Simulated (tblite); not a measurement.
# C8H11ClSi (Me2PhSiCl): the cost of one run

Computed with tblite 0.8.0 (tight binding) and PySCF 2.14.0 (DFT, with response routines of our own); each step states its level. Atoms count from 0 throughout.

### Step 1. The molecule as given

21 atoms, charge 0, multiplicity 1; geometry from: MMFF94s geometry.

Bonds of the start (Å): C0–H10 1.09, C0–H11 1.09, C0–H12 1.11, C0–Si1 1.85, C2–H13 1.10, C2–H14 1.10, C2–H15 1.11, C4–C5 1.41, C4–C9 1.41, C5–C6 1.40, C5–H16 1.09, C6–C7 1.40, C6–H17 1.08, C7–C8 1.40, C7–H18 1.08, C8–C9 1.41, C8–H19 1.09, C9–H20 1.08, Si1–C2 1.84, Si1–C4 1.89, Si1–Cl3 2.06.

### Step 2. GFN2-xTB relaxation, conformer 1

The job: settings as JSON, then the geometry in Å.

```
{"job": {"xc": "GFN2-xTB", "basis": "xTB", "kind": "relax"}, "charge": 0, "multiplicity": 1}
C     -2.315900    -1.397300    -0.315400
Si    -1.500000     0.129600     0.344600
C     -2.168500     1.667900    -0.403300
Cl    -1.805900     0.215000     2.376100
C      0.381300    -0.005800     0.224300
C      1.131900     0.977600    -0.452800
C      2.527000     0.868800    -0.558700
C      3.191100    -0.221900     0.007000
C      2.461600    -1.211800     0.669100
C      1.063500    -1.101600     0.779300
H     -1.968500    -2.301200     0.183700
H     -2.135900    -1.508900    -1.384400
H     -3.413800    -1.342300    -0.164000
H     -1.990600     1.693600    -1.488100
H     -1.727200     2.575500     0.031700
H     -3.262000     1.740600    -0.240700
H      0.662700     1.852600    -0.894500
H      3.093700     1.629300    -1.071400
H      4.264700    -0.307500    -0.071400
H      2.974300    -2.057900     1.115200
H      0.527500    -1.877400     1.313300
```

Run with:

```console
$ OMP_NUM_THREADS=1 python ens_run.py task.json out
```

One launch serves the whole session.

Q: Estimate the wall time of this first job on 1 thread of Intel Xeon Platinum 8488C, shared host.

About 5.5 s.
